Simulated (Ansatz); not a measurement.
# CHFSe: vertical ionisation energy

An exercise on one series of results from a longer session: the logs are not shown, and one member is left open.

Program: Ansatz 0.2.0, Gaussian basis. Level of theory: unrestricted cation, the program's frozen cores in correlated methods. These are calculated values, not measurements.

The runs, in order: UKS PBE-D4/def2-TZVPP; UKS r2SCAN-D4/def2-TZVPP; UKS PBE0-D4/def2-TZVPP; UKS B3LYP-D4/def2-TZVPP; UKS wB97X-V/def2-TZVPP; UKS wB97M-V/def2-TZVPP; UKS B2PLYP/def2-TZVPP; UHF-CCSD(T)/def2-TZVPP; UHF-MP2/def2-QZVPP; extrapolation to the limit; then −ε(HOMO) from the neutral's earlier runs with LDA (SPW92), PBE-D4, revPBE-D4, BLYP-D4, r2SCAN-D4, B97M-V, PBE0-D4, B3LYP-D4, r2SCANh-D4, r2SCAN0-D4, HSE06-D4, BHLYP-D4, CAM-B3LYP-D4, LC-ωPBE, ωB97X-V, ωB97M-V.

### The geometry

An earlier PBE0-D4 in a triple-zeta def2 set relaxation fixed the geometry.

SMILES `FC=[Se]`, 4 atoms, charge 0, spin multiplicity 1.

Atoms are counted from 1 here; the program's logs count them from 0.

Bond lengths: F1–C2 1.319 Å, C2–Se3 1.735 Å, C2–H4 1.089 Å. Angles: F1–C2–Se3 124.2°, F1–C2–H4 110.3°, Se3–C2–H4 125.4°.

The first run:

in.yaml reads:

```yaml
crystal:
  periodic: [false, false, false]
  atoms:
    - {symbol: F, position_ang: [-1.157296, -0.388769, 0.508071]}
    - {symbol: C, position_ang: [-0.048794, 0.047445, -0.059029]}
    - {symbol: Se, position_ang: [1.538974, -0.538522, 0.322884]}
    - {symbol: H, position_ang: [-0.277484, 0.819547, -0.792326]}
basis:
  gaussian: {orbitals: def2-TZVPP}
total_charge: 1
magnetization: {spin_polarized: true, initial_magnetization: 1}
hamiltonian: {xc: pbe, dispersion: d4}
```

Launch:

```sh
ansatz run in.yaml --threads 2 --pin off --events-out ev --progress --plain --max-ram 4352MiB
```

Steps of the session up to this table: Cation, UKS PBE-D4/def2-TZVPP; Cation, UKS r2SCAN-D4/def2-TZVPP; Cation, UKS PBE0-D4/def2-TZVPP; Cation, UKS B3LYP-D4/def2-TZVPP; Cation, UKS wB97X-V/def2-TZVPP; Cation, UKS wB97M-V/def2-TZVPP; Cation, UKS B2PLYP (frozen core)/def2-TZVPP; Cation, UHF-CCSD(T)/def2-TZVPP; Cation, UHF-MP2/def2-QZVPP.

One table of the session follows, with a row left open; its other results are not shown here.

It belongs to the step «Ionisation energies side by side». For comparison, −ε(HOMO) of the neutral from earlier runs:

| functional | −ε(HOMO) (eV) |
| --- | --- |
| LDA (SPW92) | 6.03 |
| PBE-D4 | 5.86 |
| revPBE-D4 | 5.80 |
| BLYP-D4 | 5.69 |
| r2SCAN-D4 | 6.11 |
| B97M-V | 6.17 |
| PBE0-D4 | 7.04 |
| B3LYP-D4 | 6.80 |
| r2SCANh-D4 | 6.55 |
| r2SCAN0-D4 | 7.20 |
| HSE06-D4 | 6.64 |
| BHLYP-D4 | ? |
| CAM-B3LYP-D4 | 8.34 |
| LC-ωPBE | 9.71 |
| ωB97X-V | 9.34 |
| ωB97M-V | 9.20 |

**Question.** Estimate the row for BHLYP-D4.

Worked estimate for «−ε(HOMO) (eV)». Against the share of exact exchange, BLYP-D4 (0, 5.69), B3LYP-D4 (0.2, 6.80) give a slope of 5.55 per unit share; at 0.5 the line stands at 8.46.

The run gave: −ε(HOMO) (eV): 8.06. In «−ε(HOMO) (eV)» the line misses by +0.40.
